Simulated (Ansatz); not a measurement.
# MgS: the cost of one run

Program: Ansatz 0.2.0. Level of theory: DFT PBEsol, scalar-relativistic. These are calculated values, not measurements.

## Step 1: The system as given

The structure is cubic, space group Fm-3m (No. 225). The conventional cell has a = 5.203 Å, b = 5.203 Å, c = 5.203 Å, α = 90.00°, β = 90.00°, γ = 90.00°. Mg (site symmetry m-3m) is surrounded by 6 S at 2.60 Å. Around S (site symmetry m-3m) lie 6 Mg at 2.60 Å.

Coordinates:

```
Mg S
1.0
     0.00000    2.60165    2.60165
     2.60165    0.00000    2.60165
     2.60165    2.60165    0.00000
Mg S
1 1
Direct
  0.00000 0.00000 0.00000
  0.50000 0.50000 0.50000
```

Atoms are numbered in the order of the input: Mg1, S2.

## Step 2: The deformed structure

Space group Fm-3m before, I4/mmm after.

## Step 3: Full-potential LAPW

input.yaml reads:

```yaml
crystal:
  lattice:
    - [0.0, 2.60165, 2.549617]
    - [2.60165, 0.0, 2.549617]
    - [2.60165, 2.60165, 0.0]
  atoms:
    - { symbol: Mg, position: [0.0, 0.0, 0.0] }
    - { symbol: S, position: [0.5, 0.5, 0.5] }
kpoints:
  mp_grid: { grid: [10, 10, 10] }
  band_path:
    path:
      - [0.0, 0.0, 0.0]
      - [0.0, 0.5, 0.5]
      - [0.25, 0.75, 0.5]
      - [0.0, 0.5, 0.0]
      - [0.0, 0.0, 0.0]
      - [0.5, 0.5, 0.0]
      - [0.3801541025, 0.6198458975, 0.0]
      - [-0.3801541025, 0.3801541025, 0.0]
      - [0.0, 0.0, 0.0]
    npoints: 5
scf:
  occupations: { method: fermi_dirac, width: 0.03 }
hamiltonian:
  xc: pbesol
  pseudopotentials: { kind: all_electron, lapw: { basis_error: 0.00025 } }
output:
  forces: true
  stress: true
  eigenvalues: true
```

Launch:

```console
> ansatz run input.yaml --threads 1 --pin off --max-ram 3072MiB --backend cpu --events-out ev --progress --plain --runs-dir out
```

Q: Estimate wall time and peak memory on 1 thread of Intel Xeon 6975P-C (Granite Rapids), shared host.

About 7.1 s, with a peak of 0.4 GiB.
